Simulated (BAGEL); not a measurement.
# AlCl3 (aluminium trichloride (monomer)) at B3LYP/def2-SVPD (density fitting with qzvpp-jkfit)

What is the energy change on altering one bond length of AlCl3 (aluminium trichloride (monomer)) at B3LYP/def2-SVPD (density fitting with qzvpp-jkfit)? 

The calculation is run with BAGEL 1.2.2.

## (1) The molecule

The species is AlCl3 (4 atoms), meant as a singlet with charge 0. As SMILES, `[Cl][Al]([Cl])[Cl]`. The shape comes from GFN2-xTB, which is rough for such elements, and wasn't checked as a minimum.

Bond lengths: Al1–Cl2 2.030 Å, Al1–Cl3 2.030 Å, Al1–Cl4 2.030 Å. Angles: Cl2–Al1–Cl3 120.0°, Cl2–Al1–Cl4 120.0°, Cl3–Al1–Cl4 120.0°.

## (2) A single-point energy at B3LYP/def2-SVPD (density fitting with qzvpp-jkfit)

Contents of calc.json:

```json
{ "bagel" : [

{
  "title" : "molecule",
  "basis" : "def2-svpd.json",
  "df_basis" : "qzvpp-jkfit",
  "angstrom" : "true",
  "geometry" : [
    { "atom" : "Al", "xyz" : [      -0.000090,      -0.000130,       0.000260 ] },
    { "atom" : "Cl", "xyz" : [       2.029580,      -0.026890,       0.012730 ] },
    { "atom" : "Cl", "xyz" : [      -0.991250,       1.771260,      -0.016960 ] },
    { "atom" : "Cl", "xyz" : [      -1.038240,      -1.744250,       0.003970 ] }
  ]
},

{ "title" : "ks", "xc_func" : "b3lyp" },

{ "title" : "print", "file" : "orbitals.molden", "orbitals" : "true" }

]}
```

The basis set def2-SVPD is read from a file made from the Basis Set Exchange's data (not shown).

Command:

```bash
BAGEL_NUM_THREADS=1 BAGEL calc.json > calc.out
```

The log of the run:

```text
* using 1 threads per process

  ===============================================================
  ===============================================================

  *** Geometry ***

  { "atom" : "Al", "xyz" : [     -0.000170,     -0.000246,      0.000491 ] },
  { "atom" : "Cl", "xyz" : [      3.835350,     -0.050815,      0.024056 ] },
  { "atom" : "Cl", "xyz" : [     -1.873191,      3.347196,     -0.032050 ] },
  { "atom" : "Cl", "xyz" : [     -1.961989,     -3.296155,      0.007502 ] },

  Number of auxiliary basis functions:      512

  Since a DF basis is specified, we compute 2- and 3-index integrals:
    o Being stored without compression. Storage requirement is 0.045 GB

  Number of basis functions:      105
  Number of electrons      :       64

    * METHOD: MOLECULE                             0.25

  *** Kohn-Sham DFT ***

    * Removing 6880 points whose weight is below 1.00e-10
    * Grid points: 52744

  === Nuclear Repulsion ===
   303.3405660542

       - DIIS with orbital gradients will be used.

  === KS iteration (b3lyp / def2-svpd.json) ===
      0      -1603.38599067          0.07746350           0.32
      1      -1606.32641505          0.09744814           0.31
      2      -1617.26523144          0.05368972           0.31
      3      -1622.59389411          0.01613210           0.31
      4      -1622.73395738          0.01110545           0.31
      5      -1622.80852761          0.00076553           0.31
      6      -1622.80922311          0.00013696           0.31
      7      -1622.80924123          0.00002844           0.32
      8      -1622.80924206          0.00000144           0.33
      9      -1622.80924207          0.00000055           0.32
     10      -1622.80924207          0.00000036           0.31
     11      -1622.80924207          0.00000002           0.31
     12      -1622.80924207          0.00000000           0.31
    * SCF iteration converged.

    * Permanent dipole moment:
           (    0.000261,     0.000538,    -0.000549) a.u.

    * METHOD: KS                                   4.31

    * METHOD: PRINT                                0.03

  ===============================================================
```

It took 4.8 s on 1 thread of Arm Neoverse V1, shared host; peak memory 0.32 GiB.

## (3) The distorted shape, same level

Contents of calc.json:

```json
{ "bagel": [

{
  "title": "molecule",
  "basis": "def2-svpd.json",
  "df_basis": "qzvpp-jkfit",
  "angstrom": true,
  "geometry": [
    { "atom": "Al", "xyz": [      -0.609041,       0.007899,      -0.003481 ] },
    { "atom": "Cl", "xyz": [       2.029580,      -0.026890,       0.012730 ] },
    { "atom": "Cl", "xyz": [      -1.600201,       1.779289,      -0.020701 ] },
    { "atom": "Cl", "xyz": [      -1.647191,      -1.736221,       0.000229 ] }
  ]
},

{ "title": "ks", "xc_func": "b3lyp", "charge": 0 },

{ "title": "print", "file": "orbitals.molden", "orbitals": true }

]}
```

The basis set def2-SVPD is read from a file made from the Basis Set Exchange's data (not shown).

Command:

```bash
BAGEL_NUM_THREADS=1 BAGEL calc.json > calc.out
```

The log of the run:

```text
* using 1 threads per process

  ===============================================================
  ===============================================================

  *** Geometry ***

  { "atom" : "Al", "xyz" : [     -1.150921,      0.014927,     -0.006578 ] },
  { "atom" : "Cl", "xyz" : [      3.835350,     -0.050815,      0.024056 ] },
  { "atom" : "Cl", "xyz" : [     -3.023942,      3.362369,     -0.039119 ] },
  { "atom" : "Cl", "xyz" : [     -3.112740,     -3.280982,      0.000433 ] },

  Number of auxiliary basis functions:      512

  Since a DF basis is specified, we compute 2- and 3-index integrals:
    o Being stored without compression. Storage requirement is 0.045 GB

  Number of basis functions:      105
  Number of electrons      :       64

    * METHOD: MOLECULE                             0.26

  *** Kohn-Sham DFT ***

    * Removing 6372 points whose weight is below 1.00e-10
    * Grid points: 53252

  === Nuclear Repulsion ===
   278.4819340863

       - DIIS with orbital gradients will be used.

  === KS iteration (b3lyp / def2-svpd.json) ===
      0      -1603.10892648          0.08022744           0.32
      1      -1590.35244807          0.14027855           0.31
      2      -1590.97772928          0.08275422           0.31
      3      -1546.32147128          0.15410354           0.31
      4      -1587.94508476          0.16805714           0.31
      5      -1587.99805951          0.16914534           0.32
      6      -1589.67819661          0.17650915           0.32
      7      -1571.73073499          0.18283394           0.32
      8      -1464.29091421          0.12415092           0.32
      9      -1532.63738510          0.10944419           0.32
     10      -1614.00512496          0.06166954           0.32
     11      -1621.63707089          0.03325680           0.32
     12      -1622.57413518          0.01483641           0.32
     13      -1622.65359894          0.00924092           0.32
     14      -1622.74958541          0.00393711           0.32
     15      -1622.76539881          0.00122000           0.32
     16      -1622.76695277          0.00027704           0.32
     17      -1622.76701285          0.00004473           0.32
     18      -1622.76701430          0.00002122           0.32
     19      -1622.76701469          0.00000160           0.32
     20      -1622.76701470          0.00000065           0.32
     21      -1622.76701470          0.00000021           0.32
     22      -1622.76701470          0.00000011           0.32
     23      -1622.76701470          0.00000003           0.32
     24      -1622.76701470          0.00000001           0.32
     25      -1622.76701470          0.00000001           0.32
    * SCF iteration converged.

    * Permanent dipole moment:
           (    1.090187,    -0.013923,     0.006234) a.u.

    * METHOD: KS                                   8.52

    * METHOD: PRINT                                0.03

  ===============================================================
```

Run time: 9 s. Hardware: 1 thread of Arm Neoverse V1, shared host; peak memory 0.32 GiB.

## (4) What came out

Level: B3LYP/def2-SVPD (density fitting with qzvpp-jkfit).

| quantity | value |
| --- | --- |
| first shape: total energy | -1622.80924 Eh |
| first shape: dipole moment | 0.00 D |
| first shape: HOMO energy | -9.17 eV |
| first shape: LUMO energy | -1.56 eV |
| first shape: HOMO–LUMO gap | 7.60 eV |
| distorted shape: total energy | -1622.76701 Eh |
| distorted shape: dipole moment | 2.77 D |
| distorted shape: HOMO energy | -8.29 eV |
| distorted shape: LUMO energy | -3.19 eV |
| distorted shape: HOMO–LUMO gap | 5.10 eV |
| energy change with the Al1–Cl2 bond stretched from 2.030 to 2.639 Å | 1.149 eV |

What this shows: With the Al1–Cl2 bond stretched from 2.030 to 2.639 Å the energy rises by 1.15 eV (111 kJ/mol). The first shape isn't relaxed at this level, so the change isn't measured from a minimum.
